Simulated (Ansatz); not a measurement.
# B2O: the cost of one run

Method: DFT PBE+D3(BJ), scalar-relativistic, plane waves, PAW, in Ansatz 0.2.0.

72 further runs of the same task are left out: 72 set aside as unsound or not needed.

### 1 The structure to begin with

Symmetry: P-3m1, No. 164, trigonal system. Conventional cell: a = 2.546 Å, b = 2.546 Å, c = 9.678 Å, α = 90.00°, β = 90.00°, γ = 120.00°. B (site symmetry 3m) has 3 O at 1.57 Å and 1 B at 1.74 Å as nearest neighbours. B (site symmetry 3m) has 3 B at 1.58 Å as nearest neighbours. O (site symmetry 3m) has 3 B at 1.57 Å as nearest neighbours.

Coordinates:

```cif
data_structure
_symmetry_space_group_name_H-M 'P 1'
_symmetry_Int_Tables_number 1
_cell_length_a 2.5456
_cell_length_b 2.5456
_cell_length_c 9.6777
_cell_angle_alpha 90.000
_cell_angle_beta 90.000
_cell_angle_gamma 120.000
_cell_volume 54.31
loop_
_atom_site_label
_atom_site_type_symbol
_atom_site_fract_x
_atom_site_fract_y
_atom_site_fract_z
_atom_site_occupancy
B1 B 0.00000 0.00000 0.40990 1
B2 B 0.00000 0.00000 0.59010 1
B3 B 0.66667 0.33333 0.02935 1
B4 B 0.33333 0.66667 0.97065 1
O1 O 0.66667 0.33333 0.35258 1
O2 O 0.33333 0.66667 0.64742 1
```

This cell was relaxed beforehand with the same method: volume 9.05 Å³/atom, gap on the mesh none (metal).

### 2 The scan

Atoms count from 1 in the order of the input.

The energy is mapped over a free internal coordinate and the cell.

- shift of B3 along [0 0 1], its symmetry partners moved as symmetry demands (measured in the relaxed cell): 11 values from −0.189 to 0.189 Å
- volume per atom at fixed shape: 11 values from 7.784 to 10.319 Å³

Nothing else is relaxed (all other coordinates fixed). Energies count from the relaxed crystal. Points are written as (first, second).

### 3 Point (−0.189 Å, 10.319 Å³)

Contents of input.yaml:

```yaml
crystal:
  lattice:
    - [2.6592436964, 0.0, 0.0]
    - [-1.3296218482, 2.3029725959, 0.0]
    - [0.0, 0.0, 10.1097858032]
  atoms:
    - { symbol: B, position: [0.0, 0.0, 0.4099026039] }
    - { symbol: B, position: [0.0, 0.0, 0.5900973961] }
    - { symbol: B, position: [0.6666666667, 0.3333333333, 0.0098167991] }
    - { symbol: B, position: [0.3333333333, 0.6666666667, 0.9901832009] }
    - { symbol: O, position: [0.6666666667, 0.3333333333, 0.3525784977] }
    - { symbol: O, position: [0.3333333333, 0.6666666667, 0.6474215023] }
basis:
  ecutwfc: 520.0
kpoints:
  mp_grid: { grid: [18, 18, 4] }
hamiltonian:
  xc: pbe
  dispersion: d3bj
scf:
  occupations: { method: gaussian, width: 0.15 }
output:
  forces: true
  stress: true
  eigenvalues: true
```

Started as:

```
> ansatz run input.yaml --threads 2 --pin off --max-ram 4096MiB --backend cpu --events-out ev --progress --plain --runs-dir out
```

**Question.** How long does this run take on 2 threads of Arm Neoverse V1, shared host, and how much memory does it need?

About 5.4 s, with a peak of 0.44 GiB.
